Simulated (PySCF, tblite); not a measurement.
# C₄H₁₁N₃Si: geometry, infrared bands and NMR shifts

Aim: predict the infrared bands and NMR shifts of C₄H₁₁N₃Si (`C#CCN[Si@H](N)NC`).

The runs use tblite 0.8.0 and PySCF 2.14.0, with density-fitted response routines of our own; the level of theory stands in each step. All values are computed, except where a source is named. Atoms are numbered from 0 throughout.

### Step 1. Starting geometry

19 atoms, charge 0, multiplicity 1; geometry from: force field or distance geometry start.

Bonds of the start (Å): C0–C1 1.20, C1–C2 1.48, C2–N3 1.45, N3–Si4 1.79, Si4–N5 1.77, Si4–N6 1.77, N6–C7 1.45, C0–H8 1.06, C2–H9 1.10, C2–H10 1.11, N3–H11 1.06, Si4–H12 1.50, N5–H13 1.03, N5–H14 1.05, N6–H15 1.06, C7–H16 1.11, C7–H17 1.13, C7–H18 1.10.

### Step 2. Geometry optimisation with GFN2-xTB

What the job is given:

```
{"job": {"kind": "relax", "xc": "GFN2-xTB", "basis": "xTB"}, "charge": 0, "multiplicity": 1}
C     -3.081500     1.015100     0.924500
C     -2.628900     0.021400     0.420200
C     -2.054800    -1.218200    -0.161900
N     -0.774500    -1.450600     0.485000
Si     0.207800     0.001100     0.138000
N      0.307700     0.278700    -1.611600
N      1.771100    -0.007400     0.977100
C      2.861600     0.522500     0.185900
H     -3.477400     1.899600     1.364300
H     -1.888700    -0.990400    -1.225100
H     -2.739000    -2.081700    -0.040700
H     -0.316300    -2.313900     0.080700
H     -0.572400     1.145600     0.702200
H      0.496800    -0.541800    -2.196600
H      0.813400     1.158000    -1.865400
H      1.679700     0.618400     1.829500
H      3.781100    -0.065500     0.382900
H      2.577500     0.453900    -0.905300
H      3.027200     1.564600     0.509100
```

Launch:

```console
$ OMP_NUM_THREADS=1 python probes_run.py task.json out
```

This one command runs all jobs of the session in turn.

**Question.** This job is followed by: GFN2-xTB harmonic vibrations, gas phase; GIAO PBE0/pcSseg-1 NMR shielding, non-relativistic, gas phase. What will the session give for the following? strongest single infrared mode (GFN2-xTB); zero-point energy (GFN2-xTB); 13C shifts against TMS (PBE0/pcSseg-1); 1H shifts against TMS (PBE0/pcSseg-1, means over atoms taken as alike); 15N shifts against NH3 (PBE0/pcSseg-1); 29Si shifts against TMS (PBE0/pcSseg-1).

As calculated:

```
                                                              quantity                                                value
                             strongest single infrared mode (GFN2-xTB)                                2159 cm⁻¹, 314 km/mol
                                          zero-point energy (GFN2-xTB)                                        94.0 kcal/mol
                                13C shifts against TMS (PBE0/pcSseg-1)                           90.7, 76.5, 33.0, 29.4 ppm
1H shifts against TMS (PBE0/pcSseg-1, means over atoms taken as alike)  5.24, 4.09, 3.74, 2.73, 1.63, 0.44, 0.07, -0.10 ppm
                                15N shifts against NH3 (PBE0/pcSseg-1)                                 44.6, 32.9, 23.2 ppm
                               29Si shifts against TMS (PBE0/pcSseg-1)                                            -32.4 ppm
```

**Reading.** The optimisation took 214 steps and gained 1.187 eV; among the close pairs (by a distance rule), N3–Si4 changed most, from 1.787 to 1.720 Å. No mode is imaginary among the 51: a minimum at this level. The strongest single mode, at 2159 cm⁻¹, moves mainly H12. GFN2-xTB is a fitted tight-binding method: band positions and strengths are rough. Its intensities can rank the bands wrongly. At PBE0/pcSseg-1: The largest span, 310 ppm, is at C1, where the paramagnetic term is -170 ppm.
